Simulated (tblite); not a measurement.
# C5H12P2Se: the cost of one run

Programs: tblite 0.8.0 and PySCF 2.14.0, with density-fitted response routines of our own. Each step states its level of theory. These are calculated values for one molecule in the gas phase, unless marked as measured. Atoms count from 0, in the outputs and in this text.

## (1) Starting geometry

20 atoms, charge 0, multiplicity 1; geometry from: force field or distance geometry start.

Bonds of the start (Å): C0–P1 1.84, P1–C2 1.82, C2–C3 1.47, C3–P4 1.75, P4–Se5 2.26, P4–C6 1.76, C6–C7 1.49, C7–P1 1.83, C0–H8 1.12, C0–H9 1.13, C0–H10 1.10, C2–H11 1.13, C2–H12 1.12, C3–H13 1.13, C3–H14 1.11, P4–H15 1.41, C6–H16 1.12, C6–H17 1.11, C7–H18 1.12, C7–H19 1.11.

## (2) Optimising the geometry with GFN2-xTB

What the job is given:

```
{"job": {"kind": "relax", "xc": "GFN2-xTB", "basis": "xTB"}, "charge": 0, "multiplicity": 1}
C     -2.867800    -0.036800     0.333700
P     -1.055100    -0.140000     0.636500
C     -0.232000    -1.591500    -0.093700
C      1.144100    -1.435600    -0.594700
P      1.966000     0.095300    -0.423600
Se     4.031500    -0.192300     0.435300
C      1.159500     1.447200     0.364900
C     -0.328000     1.496400     0.263500
H     -3.064200     0.653100    -0.523700
H     -3.309500     0.470300     1.241300
H     -3.360600    -1.015700     0.216800
H     -0.883100    -1.986000    -0.926800
H     -0.261500    -2.408600     0.677500
H      1.779800    -2.216400    -0.072100
H      1.154500    -1.754500    -1.658400
H      2.553500     0.571500    -1.614700
H      1.411000     1.539400     1.456900
H      1.530600     2.394000    -0.084200
H     -0.676700     2.207800     1.059300
H     -0.697200     1.913300    -0.697000
```

On the command line:

```sh
OMP_NUM_THREADS=1 python probes_run.py task.json out
```

The driver reads the jobs from task.json and runs them one after another.

**Question.** How long does this first job take on 1 thread of Intel Xeon Platinum 8488C, shared host?

About 1.1 s.
